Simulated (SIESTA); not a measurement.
**Sn3Te under changes of volume**

One of the cells (29.373 Å³/atom); the others are scaled copies at fixed shape and fractional positions:

```xyz
4
Lattice="4.8978 0.0000 0.0000 0.0000 4.8978 0.0000 0.0000 0.0000 4.8978" Properties=species:S:1:pos:R:3 pbc="T T T"
Te    0.0000    0.0000    0.0000
Sn    0.0000    2.4489    2.4489
Sn    2.4489    0.0000    2.4489
Sn    2.4489    2.4489    0.0000
```

The cell comes from a database or a generator and needn't be the stable form of this composition.

```yaml
Program: SIESTA 5.4.2
Functional: PBEsol
Potentials_or_basis: PseudoDojo 0.4 standard (PBEsol files)
Basis: DZP (energy shift 0.003 Ry; two zetas on semicore shells)
Grid_cutoff: 500 Ry
Energy_shift: 0.003 Ry
k_mesh: 6 × 6 × 6
Occupations: fermi-dirac, width 0.05 eV
Spin: no spin polarisation
```

```tsv
volume (Å³/atom)	energy over the lowest point (meV/atom)	pressure (GPa)
27.070	4.27	1.7
27.646	?	?
28.222	0.00	-0.5
29.373	9.68	-2.2
29.949	18.96	-2.9
30.525	30.73	-3.6
```

What does the run at 27.646 Å³/atom give?

Energy over the lowest point 0.20 meV/atom; pressure 0.5 GPa.

Worked out: A Birch-Murnaghan fit of order 3 (a polynomial in V^(-2/3)) to the other rows has its minimum at 27.96 Å³/atom with B0 = V·E''(V) = 49 GPa and B' = 4.1. It gives 0.20 meV/atom at 27.646 Å³/atom, against the run's 0.20, and -dE/dV = 0.6 GPa, against 0.5.

Energies are extrapolated to zero smearing.

Caveats: the basis of atomic orbitals isn't converged, which shifts pressures, moduli and gaps.
